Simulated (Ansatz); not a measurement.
# Be3Ag: the cost of one run

All numbers below are computed with Ansatz 0.2.0 (DFT PBE, scalar-relativistic, plane waves, PAW).

## (1) The starting structure

The cell holds 20 atoms (Ag5Be15): a = 5.997 Å, b = 5.839 Å, c = 6.053 Å, α = 89.94°, β = 93.12°, γ = 89.84°.

It is the last frame of an earlier stage of the same melt, run at 860 K.

Structure file:

```xyz
20
Lattice="5.9947 0.0085 -0.1641 0.0085 5.8395 0.0033 -0.1641 0.0033 6.0504" Properties=species:S:1:pos:R:3 pbc="T T T"
Be    3.2489    3.5862    4.7623
Be    3.5989    1.4608    4.2698
Be    2.4907    4.7484    2.9151
Be    2.8506    3.5804    1.1018
Be    4.5599    2.3007    0.1159
Be    0.4971    2.1432    1.3523
Be    5.6069    2.1795    3.8182
Be    1.8859    2.7997    3.3377
Be    3.0331    5.6656    5.8466
Be    5.6570    0.7155    5.6909
Be    1.3091    5.5338    1.2798
Be    1.1586    0.6540    3.6369
Be    4.1131    3.0392    2.6029
Be    0.4335    4.3254    2.5609
Be    5.3060    0.6888    1.9489
Ag    1.8464    1.6011    5.7288
Ag    4.7478    5.2381    3.7240
Ag    1.3348    4.5045    4.8952
Ag    5.0137    4.3603    0.6180
Ag    3.0481    1.1451    1.9499
```

## (2) Dynamics at 300 K

One k point, a Fermi-Dirac width of 0.050 eV and a fixed cell.

The input, input.yaml:

```yaml
crystal:
  lattice:
    - [5.99465, 0.008535, -0.164078]
    - [0.008535, 5.839466, 0.003265]
    - [-0.164078, 0.003265, 6.050403]
  atoms:
    - { symbol: Be, position: [0.5630397729, 0.6128629157, 0.8020451227] }
    - { symbol: Be, position: [0.6197640969, 0.2488546144, 0.7223834223] }
    - { symbol: Be, position: [0.4278255963, 0.8122608291, 0.4929734371] }
    - { symbol: Be, position: [0.4799789908, 0.6123209129, 0.19479292] }
    - { symbol: Be, position: [0.761179818, 0.3928498215, 0.0395920624] }
    - { symbol: Be, position: [0.0885788615, 0.3667624286, 0.2257115946] }
    - { symbol: Be, position: [0.9527669909, 0.3714844049, 0.6567084843] }
    - { symbol: Be, position: [0.3292493039, 0.4786550338, 0.5603232447] }
    - { symbol: Be, position: [0.5314244868, 0.9688978165, 0.9802055158] }
    - { symbol: Be, position: [0.9699725019, 0.1205680924, 0.9668266902] }
    - { symbol: Be, position: [0.2229695076, 0.9472153823, 0.217054777] }
    - { symbol: Be, position: [0.2097146177, 0.11135748, 0.6067269891] }
    - { symbol: Be, position: [0.6976759374, 0.5191800123, 0.4488352645] }
    - { symbol: Be, position: [0.0828907615, 0.7403578306, 0.4251105008] }
    - { symbol: Be, position: [0.8944304953, 0.1164593442, 0.3463103303] }
    - { symbol: Ag, position: [0.3337867243, 0.2731579413, 0.9557427647] }
    - { symbol: Ag, position: [0.8081577686, 0.8954831049, 0.636932759] }
    - { symbol: Ag, position: [0.2438908458, 0.7705761283, 0.8152702025] }
    - { symbol: Ag, position: [0.8387031767, 0.7453916303, 0.1244890983] }
    - { symbol: Ag, position: [0.5174008753, 0.1951567788, 0.336195751] }
  symmetry: { detect: false }
basis:
  ecutwfc: 420
  xc_grid: 1
kpoints:
  mp_grid: { grid: [1, 1, 1], shift: [0.25, 0.25, 0.25] }
hamiltonian:
  xc: pbe
scf:
  occupations: { method: fermi_dirac, width: 0.05 }
  lower_state_search: "off"
  convergence: { dr2_threshold: 1.0e-05 }
output:
  forces: true
  stress: true
md:
  timestep: 1.5
  n_steps: 250
  ensemble: nvt_langevin
  friction: 0.03
  temperature: 300.0
  initial_velocities: maxwell_boltzmann
  seed: 60163
```

Started as:

```bash
$ ansatz run input.yaml --threads 2 --pin off --max-ram 5120MiB --backend cpu --events-out ev --progress --plain --runs-dir out
```

Q: Estimate wall time and peak memory on 2 threads of Arm Neoverse V2, shared host.

About 2.8 min, with a peak of 0.45 GiB.
